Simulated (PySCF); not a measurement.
# PdO(OH)₂: quintet, from a PBE0 minimum start

The task is one start of a wider search on PdO(OH)₂: the quintet, built as PBE0 minimum. It is relaxed, tested by its Hessian and followed downhill if it is a saddle.

The runs use PySCF 2.14.0; PBE0, basis Pd def2-SVP with ECP28, O def2-SVP, H def2-SVP, scalar-relativistic core potentials, no spin–orbit coupling, density fitting.

## (1) The system as given

6 atoms, charge 0, spin multiplicity 5.

Bond lengths: Pd1–O2 1.877 Å, Pd1–O3 1.939 Å, Pd1–O4 1.939 Å, O3–H5 0.968 Å, O4–H6 0.967 Å. Angles: O2–Pd1–O3 107.8°, O2–Pd1–O4 104.1°, O3–Pd1–O4 148.2°, Pd1–O3–H5 116.6°, Pd1–O4–H6 115.9°.

```xyz
6
charge 0 multiplicity 5
Pd    0.0071    0.0752    0.0000
O     0.0000   -1.8022    0.0000
O     1.8558    0.6607    0.0000
O    -1.8721    0.5532    0.0000
H     2.0077    1.6165    0.0000
H    -2.4959   -0.1863    0.0000
```

## (2) Finding the electronic state

The steps below are one call of a driver around PySCF. For each, scf.py gives the equivalent set-up of the SCF; relaxations use the driver's own optimiser. After this first run the driver tries any further starts and a stability analysis.

Input file scf.py:

```python
from pyscf import gto, scf, dft
mol = gto.M(atom='''
Pd     0.007120     0.075240    -0.000000
O      0.000000    -1.802190     0.000000
O      1.855790     0.660750     0.000000
O     -1.872150     0.553160     0.000000
H      2.007730     1.616510     0.000000
H     -2.495860    -0.186330     0.000000''',
    basis={'Pd': 'def2-SVP', 'O': 'def2-SVP', 'H': 'def2-SVP'},
    ecp={'Pd': 'def2-SVP'},
    charge=0, spin=4)
mf = dft.UKS(mol, xc='PBE0')
mf.grids.atom_grid = (50, 194)
aux = {'Pd': 'def2-universal-JKFIT', 'O': 'def2-universal-JKFIT', 'H': 'def2-universal-JKFIT'}
mf = mf.density_fit(auxbasis=aux)
mf.conv_tol = 1e-08
mf.diis_space = 10
mf.max_cycle = 60
mf.init_guess = 'minao'
mf.verbose = 4
mf.kernel()
```

Command:

```bash
> OMP_NUM_THREADS=2 python axn.py task.json out
```

After this run come: PBE0 minimum start, quintet: relaxation; Hessian and properties.

Before running it: what results should come out? Wanted: minimum; geometry; wavenumbers; dipole moment; highest occupied, lowest empty level; polar-tensor charge of Pd1; zero-point energy; atomisation energy; ⟨S²⟩.

As calculated:

```
                                          quantity                                                                                                                         value
                                           minimum                                                                                                                   quintet, Cs
                                          geometry  O–H 0.968 Å (×2), Pd–O 1.878 Å, Pd–O 1.939 Å (×2); H–O–Pd 115.9°, H–O–Pd 116.5°, O–Pd–O 104.4°, O–Pd–O 107.0°, O–Pd–O 148.6°
                                wavenumbers (cm⁻¹)   109 (a'), 115 (a''), 119 (a'), 344 (a''), 424 (a''), 514 (a'), 583 (a'), 610 (a'), 654 (a'), 677 (a'), 3844 (a'), 3855 (a')
                                     dipole moment                                                                                                                        1.57 D
highest occupied, lowest empty level (either spin)                                                                                                               -7.44, -4.67 eV
                        polar-tensor charge of Pd1                                                                                                                       +0.36 e
                                 zero-point energy                                                                                                                   70.9 kJ/mol
                               entropy at 298.15 K                                                                                                               351.0 J/(mol K)
         atomisation energy (no zero-point energy)                                                                                                                   1437 kJ/mol
                                              ⟨S²⟩                                                                                                                         6.031
```

**Reading.** The molecule stays Cs, as typed, and the end point is a minimum. In the infrared the band at 3844 cm⁻¹ (a') leads. Other starts or spin states, not run here, may lie lower. One determinant may miss the lowest occupation of an open d or f shell.
